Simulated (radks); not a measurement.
# Excited configurations of Au⁺

One table from this session's results is given with a row withheld; the runs are named, their logs left out.

Method: non-relativistic Kohn-Sham, BLYP, spin-polarised, spherical densities, point nucleus; open shells are filled with parallel spins first. Code: radks (a radial shooting solver on a logarithmic mesh, Libxc functionals) version 1.

### What is computed

```
element       : gold (Z = 79)
charge        : +1
electrons     : 78
configuration : [Xe] 4f14 5d10
```

The outer shells:

Au⁺
```
[Xe] core
4f [↑↓][↑↓][↑↓][↑↓][↑↓][↑↓][↑↓]
5d [↑↓][↑↓][↑↓][↑↓][↑↓]
```

Set-up of the first run:

Settings of this run:

```text
Z 79
configuration [Xe] 4f14 5d10
relativity non-relativistic
functional b88,lyp
spin polarised
nucleus point
```

Steps of the session up to this table: Ground configuration: [Xe] 4f14 5d10.

One of the session's tables, all rows but one given; the rest of the session is left out.

It belongs to the step «Ground configuration: [Xe] 4f14 5d10». From the orbitals of this run (lengths in bohr):

```
level     <r>  outermost maximum (interpolated)  90 % within  nodes
   3d  0.1695                             0.140        0.262      0
   4s  0.4487                             0.421        0.642      3
   4p  0.4529                             0.421        0.655      2
   4d       ?                                 ?            ?      ?
   4f  0.4869                             0.370        0.778      0
   5s   1.027                             0.935         1.47      4
   5p   1.119                             0.993         1.63      3
   5d   1.554                              1.20         2.43      2
```

Estimate the missing values for 4d.

**Answer.** <r>: 0.4609; outermost maximum (interpolated): 0.413; 90 % within: 0.686; nodes: 1. In the column «<r>» it lies between 4p (0.4529) and 4f (0.4869).

Caveats from the session: Relativity is left out here, which matters for elements this heavy. Open shells are spherical and high-spin; term and fine-structure splittings are not resolved.
